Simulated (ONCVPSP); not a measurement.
# Si: the cost of one run

Program: ONCVPSP 4.0.1.1 (patched build). Reference atom: LDA (Perdew-Wang 92), scalar-relativistic, spherical and spin-unpolarised. All values are calculated.

## 1. The atom and the settings

Typed settings, in words:

```json
{
  "element": "silicon (Si, Z = 14)",
  "type": "optimised norm-conserving Vanderbilt (ONCV)",
  "frozen core": "[He]",
  "valence charge": "12",
  "reference configuration": "2s2 2p6 3s2 3p2",
  "partial waves": "2s+3s: rc 0.75 bohr, ncon 5, nbas 8, qcut 18.5 1/bohr, 2 projectors; 2p+3p: rc 1.15 bohr, ncon 4, nbas 7, qcut 10.4 1/bohr, 2 projectors; d scattering state at 0.07 Ha: rc 1.20 bohr, ncon 4, nbas 8, qcut 9.3 1/bohr, 2 projectors, debl 3.7 Ha",
  "local potential": "polynomial inside 0.60 bohr (lpopt 5, dvloc0 4 Ha)",
  "core correction": "Teter function, fcfact 2, rcfact 1"
}
```

## 2. Generation

Input file Si.dat:

```
# ATOM AND REFERENCE CONFIGURATION
# atsym  z   nc   nv     iexc    psfile
  Si 14.00    1    4  -001012      upf
#
#   n    l    f
    1    0    2.00
    2    0    2.00
    2    1    6.00
    3    0    2.00
    3    1    2.00
#
# PSEUDOPOTENTIAL AND OPTIMIZATION
# lmax
    2
#
#   l,   rc,      ep,       ncon, nbas, qcut
    0    0.75    0.00    5    8   18.50
    1    1.15    0.00    4    7   10.40
    2    1.20    0.07    4    8    9.30
#
# LOCAL POTENTIAL
# lloc, lpopt,  rc(5),   dvloc0
    4    5    0.60    4.00
#
# VANDERBILT-KLEINMAN-BYLANDER PROJECTORs
# l, nproj, debl
    0    2    1.50
    1    2    1.70
    2    2    3.70
#
# MODEL CORE CHARGE
# icmod, fcfact, rcfact
    3    2.00    1.00
#
# LOG DERIVATIVE ANALYSIS
# epsh1, epsh2, depsh
   -7.00    5.00    0.04
#
# OUTPUT GRID
# rlmax, drl
    6.00    0.01
#
# TEST CONFIGURATIONS
# ncnf
    4
# nvcnf
#   n    l    f
    4
    2    0    2.00
    2    1    6.00
    3    0    2.00
    3    1    1.00
#
    4
    2    0    2.00
    2    1    6.00
    3    0    2.00
    3    1    0.00
#
    4
    2    0    2.00
    2    1    6.00
    3    0    1.00
    3    1    0.00
#
    4
    2    0    2.00
    2    1    6.00
    3    0    0.00
    3    1    0.00
#
```

On the command line:

```sh
$ oncvpsp.x < Si.dat > Si.out
```

**Question.** How long does this run take on 1 thread of Neoverse-N1, shared host?

About 4.9 s.
